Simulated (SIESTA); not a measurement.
Runs of SIESTA 5.4.2 on Ba2Tl5V3O12. It takes space group C2 (No. 5, monoclinic). The conventional cell has a = 12.980 Å, b = 13.354 Å, c = 6.079 Å, α = 90.00°, β = 109.30°, γ = 90.00°. Ba (site symmetry 2) is surrounded by 6 O at 2.58 to 2.76 Å. Ba (site symmetry 2) has 8 O at 2.76 to 3.03 Å as nearest neighbours. Around V (site symmetry 1) lie 4 O at 1.72 to 1.75 Å. V (site symmetry 2) is surrounded by 4 O at 1.71 to 1.76 Å. Tl (site symmetry 1) has 3 O at 2.57 to 2.74 Å as nearest neighbours. Tl (site symmetry 2) has 4 O at 2.66 to 2.69 Å as nearest neighbours. Around Tl (site symmetry 1) lie 3 O at 2.55 to 2.75 Å. O (site symmetry 1) is surrounded by 1 V at 1.75 Å. The cell was built by a generator and needn't be a form met in nature.

```csv
task,level,potentials or basis,cell,gap on the mesh (eV),pressure (GPa),moment (μB),largest force (eV/Å)
band structure,RPBE,"PseudoDojo 0.4 standard (PBE files), DZP (energy shift 0.003 Ry; two zetas on semicore shells; d shell added on Ba)",as given,2.93,3.1,0.00,0.45
single point,PBE,"PseudoDojo 0.4 standard (PBE files), DZP (energy shift 0.003 Ry; two zetas on semicore shells; d shell added on Ba)","atoms moved at random, drawn with an rms of 0.05 Å",2.65,0.8,0.00,3.84
band structure,LDA,"PseudoDojo 0.4 standard (LDA files), DZP (energy shift 0.003 Ry; two zetas on semicore shells; d shell added on Ba)",as given,2.73,-3.9,0.00,0.48
band structure,PBE,"PseudoDojo 0.4 standard (PBE files), DZP (energy shift 0.003 Ry; two zetas on semicore shells; d shell added on Ba)",as given,2.83,1.1,0.00,0.36
band structure,PBEsol,"PseudoDojo 0.4 standard (PBEsol files), DZP (energy shift 0.003 Ry; two zetas on semicore shells; d shell added on Ba)",as given,(d),(c),0.00,0.26
single point,PBE,"PseudoDojo 0.4 standard (PBE files), DZP (energy shift 0.003 Ry; two zetas on semicore shells; d shell added on Ba)",as given,2.83,1.1,0.00,0.36
band structure,AM05,"PseudoDojo 0.4 standard (PBEsol files), DZP (energy shift 0.003 Ry; two zetas on semicore shells; d shell added on Ba)",as given,(b),(a),0.00,0.22
band structure,BLYP,"PseudoDojo 0.4 standard (PBE files), DZP (energy shift 0.003 Ry; two zetas on semicore shells; d shell added on Ba)",as given,2.88,3.6,0.00,0.70
```

Alike in all rows: spin collinear, ferromagnetic start; k mesh 3 × 3 × 5; smearing fermi-dirac 0.05 eV; grid cutoff 800 Ry; energy shift 0.003 Ry.

**Question.** Fill in the values left out.

**Answer.** (a) -0.9; (b) 2.87; (c) -1.6; (d) 2.79.

Caveats: this set's barium file shifts pressures by up to 1 GPa against other sets; spin-orbit coupling is left out, which as a rule narrows the gap of such compounds by several tenths of an eV; the basis of atomic orbitals isn't converged, which shifts pressures, moduli and gaps; the potentials were made for another functional, which shifts forces and pressure (some runs); an odd mesh through Γ misses points on the zone boundary, where band edges often lie (some runs).

A k mesh can miss the band edges, and the runs leave out spin-orbit coupling on Ba, Tl.
